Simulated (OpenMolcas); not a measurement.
# Nb³⁺ among point charges: CASSCF and CASPT2 levels and susceptibility

How does a field of 5 point charges split the states of Nb³⁺, and what χT follows?

Program: OpenMolcas 26.06. Level of theory: state-averaged CASSCF and CASPT2, spin-orbit coupling by RASSI with atomic mean-field integrals. These are calculated values, not measurements, unless marked.

### 1 The atom as given

| Property | Result |
| --- | --- |
| Species | Nb³⁺ (niobium, Z = 41, 38 electrons) |
| Basis | ANO-RCC-VTZP [7s6p4d2f1g], 68 functions |
| Scalar Hamiltonian | DKH2, point nucleus |
| Inactive shells | 1s 2s 2p 3s 3p 3d 4s 4p |
| Active space | 2 electrons in 5 orbitals (4d) |
| Some configurations of this space | 4d2 |
| Orbitals | optimised for each spin and parity, averaged over all roots |

Outer shells as boxes (Hund's rule):

4d2
```
4d [↑ ][↑ ][  ][  ][  ]
```

The ion sits among 5 point charges of -1 e arranged as a square pyramid (C4v), 2.15 Å from the ion, with the axial distance 1.892 Å.

Each step is its own input file, run in one work folder so that later steps find the files of earlier ones. Labels, J, g values, rates, χT and fits are worked out afterwards by a script from the matrices that RASSI stores.

### 2 Basis and integrals

a.inp reads:

```
&GATEWAY
Coord
1

Nb 0.0 0.0 0.0
Basis=ANO-RCC-VTZP
Group=NoSym
NoMove
AngMom=0.0 0.0 0.0
AMFI
XField
5 Angstrom 0
2.150000 0.000000 0.000000 -1.000000
0.000000 2.150000 0.000000 -1.000000
-2.150000 0.000000 0.000000 -1.000000
0.000000 -2.150000 0.000000 -1.000000
0.000000 0.000000 1.892000 -1.000000
&SEWARD
```

On the command line:

```
$ OMP_NUM_THREADS=1 MOLCAS_MEM=1689 MOLCAS_PROJECT=a pymolcas a.inp > a.log
```

### 3 CASSCF: triplets, 10 roots

a.inp reads:

```
&RASSCF
FileOrb=start.orb
Symmetry=1
Spin=3
nActEl=2 0 0
Inactive=18
Ras2=5
CIRoot=10 10 1
SDav=10
CIMx=300
Iter=120 100
PrWF=0.3
OrbListing=Nothing
MaxOrb=0
>>> COPY $Project.JobIph JOB001
```

start.orb holds the contracted functions of the basis, ordered by shell, or the orbitals of the step before.

### 4 CASSCF: singlets, 15 roots

a.inp reads:

```
&RASSCF
FileOrb=start.orb
Symmetry=1
Spin=1
nActEl=2 0 0
Inactive=18
Ras2=5
CIRoot=15 15 1
SDav=15
CIMx=300
Iter=120 100
PrWF=0.3
OrbListing=Nothing
MaxOrb=0
>>> COPY $Project.JobIph JOB002
```

### 5 RASSI: spin-orbit coupling between the states

a.inp reads:

```
&RASSI
NrOfJobIphs=2 10 15
1 2 3 4 5 6 7 8 9 10
1 2 3 4 5 6 7 8 9 10 11 12 13 14 15
IphNames
JOB001
JOB002
EJob
SpinOrbit
DIPRint=1.0
SOCoupling=1000.0
Subsets=2
Property=9
'ANGMOM' 1 'ANGMOM' 2 'ANGMOM' 3 'MLTPL  1' 1 'MLTPL  1' 2 'MLTPL  1' 3
'AMFI' 1 'AMFI' 2 'AMFI' 3
SOProperty=3
'ANGMOM' 1 'ANGMOM' 2 'ANGMOM' 3
```

### 6 CASPT2: IPEA 0.25, imaginary shift 0.1 (closed shells correlated: 4s 4p)

a.inp reads:

```
>>> COPY JOB001 $Project.JobIph
&CASPT2
Multistate=10 1 2 3 4 5 6 7 8 9 10
NoMult
Frozen=14
IPEA=0.25
Imaginary=0.1
MaxIter=60
WThr=0.0 0.3 0.05
PrWF=0.5
NoMix
>>> COPY JOB002 $Project.JobIph
&CASPT2
Multistate=15 1 2 3 4 5 6 7 8 9 10 11 12 13 14 15
NoMult
Frozen=14
IPEA=0.25
Imaginary=0.1
MaxIter=60
WThr=0.0 0.3 0.05
PrWF=0.5
NoMix
```

(Steps that only read results are left out.)

Q: Predict the outcome of this session. Wanted: spin-free ground state; first state of the same spin within the active space; lowest level; next level.

**Answer**, as computed:

| quantity | value |
| --- | --- |
| method | SS-CASPT2, IPEA 0.25, imaginary shift 0.1 (closed shells correlated: 4s 4p) |
| spin-free ground state | triplet, 1-fold in its orbital part |
| first state of the same spin within the active space | triplet at 940 cm⁻¹ |
| lowest level | 1-fold |
| next level | 265.1 cm⁻¹ |
| χT at 300 K | 0.32 cm³ K/mol |
| effective moment at 300 K | 1.59 μB |

Cost by method:

```tsv
method	time of its own steps	time with the reference
A. CASSCF	8.4 s	8.4 s
B. SS-CASPT2, IPEA 0.25, imaginary shift 0.1, +4s 4p	7.4 s	16 s
```

Times are of one thread on a shared host.

**Reading.** The spin-free ground state (triplet) comes to 93 % from free-ion F terms and keeps the highest spin of the shell. χT at 300 K is 0.32, against 1.00 cm³ K/mol for the spin alone, so spin-orbit coupling lowers it. The field of point charges can differ much from that of real complexes. Point charges carry no covalency, so the field is a model and not that of real ligands.
